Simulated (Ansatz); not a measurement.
**HCCl3: further runs on the relaxed cell**

An exercise on one series of results from a longer session: the logs are not shown, and one member is left open.

Method: DFT PBE+D3(BJ), scalar-relativistic, plane waves, PAW, in Ansatz 0.2.0.

### The system as given

Symmetry: Pnma, No. 62, orthorhombic system. The conventional cell has a = 7.472 Å, b = 9.574 Å, c = 5.837 Å, α = 90.00°, β = 90.00°, γ = 90.00°. H (site symmetry m) is surrounded by 1 C at 1.09 Å. C (site symmetry m) has 1 H at 1.09 Å and 3 Cl at 1.78 Å in its first shell of neighbours. Cl (site symmetry 1) is surrounded by 1 C at 1.78 Å. Cl (site symmetry m) is surrounded by 1 C at 1.78 Å.

Structure file:

```
CELL_PARAMETERS angstrom
7.47224 0.00000 0.00000
0.00000 9.57430 0.00000
0.00000 0.00000 5.83731
ATOMIC_POSITIONS crystal
H 0.55294 0.25000 0.07066
H 0.94706 0.75000 0.57066
H 0.05294 0.25000 0.42934
H 0.44706 0.75000 0.92934
C 0.41103 0.25000 0.02564
C 0.08897 0.75000 0.52564
C 0.91103 0.25000 0.47436
C 0.58897 0.75000 0.97436
Cl 0.31239 0.40223 0.14550
Cl 0.18761 0.59777 0.64550
Cl 0.81239 0.09777 0.35450
Cl 0.68761 0.90223 0.85450
Cl 0.68761 0.59777 0.85450
Cl 0.81239 0.40223 0.35450
Cl 0.18761 0.90223 0.64550
Cl 0.31239 0.09777 0.14550
Cl 0.39526 0.25000 0.72210
Cl 0.10474 0.75000 0.22210
Cl 0.89526 0.25000 0.77790
Cl 0.60474 0.75000 0.27790
```

This cell was relaxed beforehand with the same method: volume 20.88 Å³/atom, gap on the mesh 4.72 eV.

Set-up of the first run:

File input.yaml:

```yaml
crystal:
  lattice:
    - [7.4722356987, 0.0, 0.0]
    - [0.0, 9.5742969933, 0.0]
    - [0.0, 0.0, 5.8373141159]
  atoms:
    - { symbol: H, position: [0.5529419559, 0.25, 0.0706620039] }
    - { symbol: H, position: [0.9470580441, 0.75, 0.5706620039] }
    - { symbol: H, position: [0.0529419559, 0.25, 0.4293379961] }
    - { symbol: H, position: [0.4470580441, 0.75, 0.9293379961] }
    - { symbol: C, position: [0.4110281418, 0.25, 0.0256422914] }
    - { symbol: C, position: [0.0889718582, 0.75, 0.5256422914] }
    - { symbol: C, position: [0.9110281418, 0.25, 0.4743577086] }
    - { symbol: C, position: [0.5889718582, 0.75, 0.9743577086] }
    - { symbol: Cl, position: [0.3123904091, 0.4022250404, 0.1454965269] }
    - { symbol: Cl, position: [0.1876095909, 0.5977749596, 0.6454965269] }
    - { symbol: Cl, position: [0.8123904091, 0.0977749596, 0.3545034731] }
    - { symbol: Cl, position: [0.6876095909, 0.9022250404, 0.8545034731] }
    - { symbol: Cl, position: [0.6876095909, 0.5977749596, 0.8545034731] }
    - { symbol: Cl, position: [0.8123904091, 0.4022250404, 0.3545034731] }
    - { symbol: Cl, position: [0.1876095909, 0.9022250404, 0.6454965269] }
    - { symbol: Cl, position: [0.3123904091, 0.0977749596, 0.1454965269] }
    - { symbol: Cl, position: [0.3952645707, 0.25, 0.7221009484] }
    - { symbol: Cl, position: [0.1047354293, 0.75, 0.2221009484] }
    - { symbol: Cl, position: [0.8952645707, 0.25, 0.7778990516] }
    - { symbol: Cl, position: [0.6047354293, 0.75, 0.2778990516] }
basis:
  ecutwfc: 420
kpoints:
  mp_grid: { grid: [4, 4, 4] }
hamiltonian:
  xc: pbesol
scf:
  occupations: { method: gaussian, width: 0.02 }
output:
  forces: true
  stress: true
  eigenvalues: true
relax:
  adjacent_minimum: "off"
  f_tol: 0.005
  max_steps: 50
  cell: { stress_tol: 0.05 }
```

Command:

```
> ansatz run input.yaml --threads 8 --pin off --max-ram 22528MiB --backend cpu --events-out ev --progress --plain --runs-dir out
```

Among the steps run: Relaxing with PBEsol; The cell under PBE; Relaxing with LDA; Relaxing with r2SCAN.

One table of the session follows, with a row left open; its other results are not shown here.

It belongs to the step «One structure, several functionals». 

| functional | a (Å) | b (Å) | c (Å) | volume (Å³/atom) | gap on the mesh (eV) |
| --- | --- | --- | --- | --- | --- |
| PBE+D3(BJ) | 7.472 | 9.574 | 5.837 | 20.88 | 4.72 |
| PBEsol | 7.625 | 9.722 | 5.850 | 21.68 | 4.79 |
| PBE | 8.666 | 10.263 | 6.392 | 28.43 | 4.94 |
| LDA | ? | ? | ? | ? | ? |
| r2SCAN | 7.560 | 9.629 | 5.886 | 21.42 | 5.20 |

**Question.** Estimate the row for LDA.

The run gave: a (Å): 6.987; b (Å): 8.982; c (Å): 5.556; volume (Å³/atom): 17.43; gap on the mesh (eV): 4.46. In the column «a (Å)» it is the lowest.
